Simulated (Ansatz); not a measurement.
# BFH6SiSn: small, medium and large basis sets

Aim: see how fast density functionals converge with the basis set for BFH6SiSn.

Computed with Ansatz 0.2.0, Gaussian basis. Level: one geometry, several basis sets.

Plan: PBE0-D4/def2-SVP; ωB97M-V/def2-SVP; PBE0-D4/def2-QZVPP; ωB97M-V/def2-QZVPP; the functionals' def2-TZVPP values are taken from earlier runs.

### 1 Structure used throughout

The geometry comes from an earlier relaxation with PBE0-D4 in a triple-zeta def2 set; it is a stationary point, not always the lowest conformer. Sn takes the def2 core potential; no spin-orbit term is included.

SMILES `F[BH][SnH2][SiH3]`, 10 atoms, charge 0, spin multiplicity 1.

Atoms are counted from 1 here; the program's logs count them from 0.

Bond lengths: F1–B2 1.318 Å, B2–Sn3 2.268 Å, B2–H5 1.202 Å, Sn3–Si4 2.568 Å, Sn3–H6 1.710 Å, Sn3–H7 1.711 Å, Si4–H8 1.487 Å, Si4–H9 1.487 Å, Si4–H10 1.487 Å. Angles: F1–B2–Sn3 119.6°, F1–B2–H5 116.6°, Sn3–B2–H5 123.8°, B2–Sn3–Si4 110.9°, B2–Sn3–H6 111.9°, B2–Sn3–H7 110.0°, Si4–Sn3–H6 108.5°, Si4–Sn3–H7 107.8°, H6–Sn3–H7 107.6°, Sn3–Si4–H8 110.1°, Sn3–Si4–H9 110.6°, Sn3–Si4–H10 110.1°, H8–Si4–H9 108.8°, H8–Si4–H10 108.5°, H9–Si4–H10 108.7°.

### 2 PBE0-D4 in def2-SVP

in.yaml reads:

```yaml
crystal:
  periodic: [false, false, false]
  atoms:
    - {symbol: F, position_ang: [-1.869698, 1.510004, -1.881440]}
    - {symbol: B, position_ang: [-0.599990, 1.176888, -1.766284]}
    - {symbol: Sn, position_ang: [0.298455, 0.886711, 0.296201]}
    - {symbol: Si, position_ang: [0.219141, -1.584294, 0.989989]}
    - {symbol: H, position_ang: [0.009870, 1.015996, -2.789456]}
    - {symbol: H, position_ang: [-0.516775, 1.809798, 1.482610]}
    - {symbol: H, position_ang: [1.937387, 1.378038, 0.295594]}
    - {symbol: H, position_ang: [-1.190749, -2.052970, 1.054099]}
    - {symbol: H, position_ang: [0.847033, -1.773326, 2.324209]}
    - {symbol: H, position_ang: [0.948527, -2.417946, -0.002621]}
basis:
  gaussian: {orbitals: def2-SVP}
hamiltonian: {xc: pbe0, dispersion: d4}
output: {orbitals: {seedname: orbitals}}
```

After this run come: ωB97M-V in def2-SVP; PBE0-D4 in def2-QZVPP; ωB97M-V in def2-QZVPP.

Before running them: what should the planned runs give, taken together? Wanted: PBE0-D4: double and triple zeta above quadruple; ωB97M-V: double and triple zeta above quadruple.

As calculated:

```
                                       quantity          value
PBE0-D4: double and triple zeta above quadruple  7.61, 0.50 eV
ωB97M-V: double and triple zeta above quadruple  7.78, 0.48 eV
```

**Reading.** PBE0-D4 gains 7.10 eV from double to triple zeta, then 0.50 eV more. Total energies overstate the basis error of differences, where much of it tends to cancel.
